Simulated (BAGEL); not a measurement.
# HF/STO-3G (density fitting with qzvpp-jkfit) run of B2H6S2 (SMILES [BH2-]1[SH+][BH2-][SH+]1)

Aim: the energy change on altering one bond length of B2H6S2 at HF/STO-3G (density fitting with qzvpp-jkfit), from 2 runs. 

The results are computed with BAGEL 1.2.2.

**1. The system as given**

The species is B2H6S2 (10 atoms), meant as a singlet with charge 0. As SMILES, `[BH2-]1[SH+][BH2-][SH+]1`. The coordinates come from a PBE0-D4/def2-TZVP relaxation.

Bond lengths: B1–S2 1.961 Å, S2–B3 1.961 Å, B1–S4 1.961 Å, B3–S4 1.961 Å, B1–H5 1.195 Å, B1–H6 1.198 Å, S2–H7 1.346 Å, B3–H8 1.195 Å, B3–H9 1.198 Å, S4–H10 1.346 Å. Some angles: B1–S2–B3 80.4°, S2–B1–S4 96.7°, S2–B3–S4 96.7°, B1–S4–B3 80.4°, B1–S2–H7 98.6°, B3–S2–H7 98.6°, S2–B1–H5 114.0°, S2–B1–H6 105.9°, S4–B1–H5 114.0°, S4–B1–H6 105.9°.

**2. A single-point energy at HF/STO-3G (density fitting with qzvpp-jkfit)**

File input.json:

```json
{ "bagel": [

{
  "title": "molecule",
  "basis": "sto-3g",
  "df_basis": "qzvpp-jkfit",
  "angstrom": true,
  "geometry": [
    { "atom": "B", "xyz": [      -0.594400,       1.014400,      -0.540900 ] },
    { "atom": "S", "xyz": [      -0.927100,      -0.914200,      -0.668800 ] },
    { "atom": "B", "xyz": [       0.179400,      -0.879400,       0.950000 ] },
    { "atom": "S", "xyz": [       0.947400,       0.902700,       0.665900 ] },
    { "atom": "H", "xyz": [      -0.355500,       1.537600,      -1.588800 ] },
    { "atom": "H", "xyz": [      -1.492600,       1.459100,       0.115100 ] },
    { "atom": "H", "xyz": [       0.031400,      -1.224600,      -1.560700 ] },
    { "atom": "H", "xyz": [       0.990400,      -1.755900,       1.004200 ] },
    { "atom": "H", "xyz": [      -0.583700,      -0.765100,       1.866200 ] },
    { "atom": "H", "xyz": [       1.887500,       0.574300,      -0.239100 ] }
  ]
},

{
  "title": "hf"
},

{
  "title": "print",
  "file": "orbitals.molden",
  "orbitals": true
}

]}
```

Launch:

```
BAGEL_NUM_THREADS=1 BAGEL input.json > input.out
```

Standard output:

```text
* using 1 threads per process

  ===============================================================
  ===============================================================

  *** Geometry ***

  { "atom" : "B", "xyz" : [     -1.123253,      1.916938,     -1.022153 ] },
  { "atom" : "S", "xyz" : [     -1.751965,     -1.727588,     -1.263849 ] },
  { "atom" : "B", "xyz" : [      0.339017,     -1.661825,      1.795240 ] },
  { "atom" : "S", "xyz" : [      1.790327,      1.705856,      1.258369 ] },
  { "atom" : "H", "xyz" : [     -0.671798,      2.905643,     -3.002397 ] },
  { "atom" : "H", "xyz" : [     -2.820605,      2.757299,      0.217507 ] },
  { "atom" : "H", "xyz" : [      0.059337,     -2.314159,     -2.949296 ] },
  { "atom" : "H", "xyz" : [      1.871585,     -3.318170,      1.897663 ] },
  { "atom" : "H", "xyz" : [     -1.103033,     -1.445829,      3.526607 ] },
  { "atom" : "H", "xyz" : [      3.566858,      1.085270,     -0.451834 ] },

  Number of auxiliary basis functions:      514

  Since a DF basis is specified, we compute 2- and 3-index integrals:
    o Being stored without compression. Storage requirement is 0.005 GB

  Number of basis functions:       34
  Number of electrons      :       48

    * METHOD: MOLECULE                             0.14

  *** RHF ***

  === Nuclear Repulsion ===
   200.3682039275

      * DIIS with orbital gradients will be used.

  === RHF iteration (sto-3g) ===
      0       -838.61187912          0.00973391           0.02
      1       -838.66275844          0.00237814           0.02
      2       -838.66581818          0.00062016           0.02
      3       -838.66602101          0.00007650           0.03
      4       -838.66602441          0.00001246           0.02
      5       -838.66602453          0.00000213           0.02
      6       -838.66602453          0.00000029           0.02
      7       -838.66602453          0.00000003           0.02
      8       -838.66602453          0.00000000           0.02
    * SCF iteration converged.

    * Permanent dipole moment:
           (   -0.725578,     0.244085,     0.686610) a.u.

    * METHOD: HF                                   0.26

    * METHOD: PRINT                                0.00

  ===============================================================
```

It took 0.57 s on 1 thread of Intel Xeon 6975P-C (Granite Rapids), shared host.

**3. The distorted shape at the same level**

File input.json:

```json
{ "bagel": [

{
  "title": "molecule",
  "basis": "sto-3g",
  "df_basis": "qzvpp-jkfit",
  "angstrom": "true",
  "geometry": [
    { "atom": "B", "xyz": [      -0.666074,       0.857431,      -0.226512 ] },
    { "atom": "S", "xyz": [      -0.998774,      -1.071169,      -0.354412 ] },
    { "atom": "B", "xyz": [       0.107726,      -1.036369,       1.264388 ] },
    { "atom": "S", "xyz": [       0.875726,       0.745731,       0.980288 ] },
    { "atom": "H", "xyz": [      -0.355500,       1.537600,      -1.588800 ] },
    { "atom": "H", "xyz": [      -1.564274,       1.302131,       0.429488 ] },
    { "atom": "H", "xyz": [      -0.040274,      -1.381569,      -1.246312 ] },
    { "atom": "H", "xyz": [       0.918726,      -1.912869,       1.318588 ] },
    { "atom": "H", "xyz": [      -0.655374,      -0.922069,       2.180588 ] },
    { "atom": "H", "xyz": [       1.815826,       0.417331,       0.075288 ] }
  ]
},

{
  "title": "hf"
},

{
  "title": "print",
  "file": "orbitals.molden",
  "orbitals": "true"
}

]}
```

Launch:

```
BAGEL_NUM_THREADS=1 BAGEL input.json > input.out
```

Standard output:

```text
* using 1 threads per process

  ===============================================================
  ===============================================================

  *** Geometry ***

  { "atom" : "B", "xyz" : [     -1.258697,      1.620310,     -0.428046 ] },
  { "atom" : "S", "xyz" : [     -1.887409,     -2.024216,     -0.669742 ] },
  { "atom" : "B", "xyz" : [      0.203573,     -1.958454,      2.389347 ] },
  { "atom" : "S", "xyz" : [      1.654882,      1.409227,      1.852476 ] },
  { "atom" : "H", "xyz" : [     -0.671798,      2.905643,     -3.002397 ] },
  { "atom" : "H", "xyz" : [     -2.956049,      2.460671,      0.811615 ] },
  { "atom" : "H", "xyz" : [     -0.076107,     -2.610787,     -2.355188 ] },
  { "atom" : "H", "xyz" : [      1.736141,     -3.614799,      2.491770 ] },
  { "atom" : "H", "xyz" : [     -1.238477,     -1.742458,      4.120714 ] },
  { "atom" : "H", "xyz" : [      3.431414,      0.788641,      0.142274 ] },

  Number of auxiliary basis functions:      514

  Since a DF basis is specified, we compute 2- and 3-index integrals:
    o Being stored without compression. Storage requirement is 0.005 GB

  Number of basis functions:       34
  Number of electrons      :       48

    * METHOD: MOLECULE                             0.15

  *** RHF ***

  === Nuclear Repulsion ===
   199.1310052597

      * DIIS with orbital gradients will be used.

  === RHF iteration (sto-3g) ===
      0       -838.54104879          0.01067170           0.02
      1       -838.59960257          0.00279541           0.02
      2       -838.60355784          0.00081702           0.02
      3       -838.60389171          0.00008385           0.02
      4       -838.60389609          0.00001388           0.02
      5       -838.60389623          0.00000288           0.02
      6       -838.60389623          0.00000071           0.02
      7       -838.60389623          0.00000011           0.02
      8       -838.60389623          0.00000003           0.02
      9       -838.60389623          0.00000001           0.02
    * SCF iteration converged.

    * Permanent dipole moment:
           (   -0.724246,     0.340190,     0.553903) a.u.

    * METHOD: HF                                   0.25

    * METHOD: PRINT                                0.00

  ===============================================================
```

It took 0.56 s on 1 thread of Intel Xeon 6975P-C (Granite Rapids), shared host.

**4. Outcome**

Level: HF/STO-3G (density fitting with qzvpp-jkfit).

| quantity | value |
| --- | --- |
| first shape: total energy | -838.66602 Eh |
| first shape: dipole moment | 2.61 D |
| first shape: HOMO energy | -8.88 eV |
| first shape: LUMO energy | 10.35 eV |
| first shape: HOMO–LUMO gap | 19.23 eV |
| distorted shape: total energy | -838.60390 Eh |
| distorted shape: dipole moment | 2.47 D |
| distorted shape: HOMO energy | -8.76 eV |
| distorted shape: LUMO energy | 10.08 eV |
| distorted shape: HOMO–LUMO gap | 18.84 eV |
| energy change with the B1–H5 bond stretched from 1.195 to 1.554 Å | 1.691 eV |

In words: With the B1–H5 bond stretched from 1.195 to 1.554 Å the energy rises by 1.69 eV (39 kcal/mol). The first shape isn't relaxed at this level, so the change isn't measured from a minimum. The minimal basis adds a large error of its own.
